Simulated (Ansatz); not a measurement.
Predict the output of the script below (Ansatz's Python interface).

`bde.py`
```python
# -*- coding: utf-8 -*-
"""X-H bond energies of Br2H2Si without relaxation."""

import logging
import sys

import ansatz as az

logging.basicConfig(stream=sys.stdout, format="%(levelname)s:%(name)s:%(message)s")
log = logging.getLogger("run")
log.setLevel(logging.INFO)


def energy(molecule, charge=0, unpaired=0):
    calc = (
        molecule.calculation()
        .basis(gaussian="def2-TZVP")
        .functional("PBE0")
    )
    if charge:
        calc = calc.charge(charge)
    if unpaired:
        calc = calc.spin("collinear", total=unpaired)
    return calc.run(threads=1).report["free_energy_ev"]

def without(molecule, index):
    rest = az.Crystal.molecule()
    for i, site in enumerate(molecule.cartesian_sites):
        if i != index:
            rest = rest.atom(site.symbol, site.position_ang)
    return rest


def main():
    geometry_ang = [
        ("Br", (-1.6847, -1.228, 0.3552)),
        ("Si", (0.1436, -0.0587, 0.0495)),
        ("Br", (-0.3233, 1.8153, -1.0616)),
        ("H", (1.1746, -0.8689, -0.7394)),
        ("H", (0.7397, 0.2666, 1.3548)),
    ]
    br2h2si = az.Crystal.molecule()
    for symbol, xyz in geometry_ang:
        br2h2si = br2h2si.atom(symbol, xyz)

    whole = energy(br2h2si, 0)
    hydrogen = energy(az.Crystal.molecule().atom("H", (0, 0, 0)), 0, 1)
    log.info(f"E(molecule) = {whole:.5f} eV, E(H) = {hydrogen:.5f} eV")
    for index in [4]:
        radical = energy(without(br2h2si, index), 0, 1)
        log.info(f"H{index}: homolysis {96.485332 * (radical + hydrogen - whole):.1f} kJ/mol")
        anion = energy(without(br2h2si, index), -1)
        log.info(f"H{index}: loss of a proton {96.485332 * (anion - whole):.1f} kJ/mol")


if __name__ == "__main__":
    main()
```

```console
$ python bde.py
INFO:run:E(molecule) = -147986.03244 eV, E(H) = -13.63389 eV
INFO:run:H4: homolysis 369.5 kJ/mol
INFO:run:H4: loss of a proton 1549.6 kJ/mol
```

Reading the output:
- Total energies depend on the basis set; only differences at equal settings carry meaning.
- The geometry is a force-field or estimated start, not a minimum of this method, and the basis set is short of its limit. All parts are taken at fixed geometry, without zero-point energy.
- The spin-orbit lowering of heavy atoms is left out.
- Anions want diffuse functions, which this basis lacks.
- The whole script took 20 s on 1 thread of Arm Neoverse V2 (shared host), peak memory 0.49 GiB.
